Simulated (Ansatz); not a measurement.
# CoCl2O2 in Ansatz: the effect of starting spin order

Crystal: CoCl2O2.

```xyz
5
Lattice="3.5809 -3.9270 0.0000 3.5809 3.9270 0.0000 -0.4204 0.0000 3.4576" Properties=species:S:1:pos:R:3 pbc="T T T"
Co    0.0000    0.0000    0.0000
Cl    5.3026    0.0000    1.4797
Cl    1.4388    0.0000    1.9780
O     3.5809   -2.2921    0.0000
O     3.5809    2.2921    0.0000
```

The cell comes from a database or a generator and needn't be the stable form of this composition.

Alike in all runs:

* Program: Ansatz 0.2.0
* Task: single point
* Functional: PBE
* Potentials or basis: Ansatz PAW
* Cutoff: 420 eV (not typed: the program's choice for these potentials)
* k mesh: 5 × 5 × 8
* Occupations: fermi-dirac, width 0.05 eV

| starting spin order | spin | starting moments | energy over the lowest run (meV/atom) | pressure (GPa) | largest force (eV/Å) | final net moment (μB) | final largest site moment (μB) |
| --- | --- | --- | --- | --- | --- | --- | --- |
| spin off | no spin polarisation | - | ? | ? | ? | ? | ? |
| fm | collinear spin, ferromagnetic start | [2.0, 0.0, 0.0, 0.0, 0.0] μB | 0.0 | -1.4 | 0.57 | 1.00 | 0.74 |
| random | collinear spin, random start | [-0.84, 0.0, 0.0, 0.0, 0.0] μB | 0.0 | -1.4 | 0.57 | -1.00 | 0.74 |

What does the run with starting spin order spin off give?

Energy over the lowest run 22.5 meV/atom; pressure -1.8 GPa; largest force 0.56 eV/Å; final net moment 0.00 μB; final largest site moment 0.00 μB.

Caveats: a cell with one magnetic atom can't hold antiferromagnetic order, which such compounds often take (some runs); an odd number of electrons without spin polarisation forces a metal (some runs); a magnetic or distorted state may lie lower (some runs).
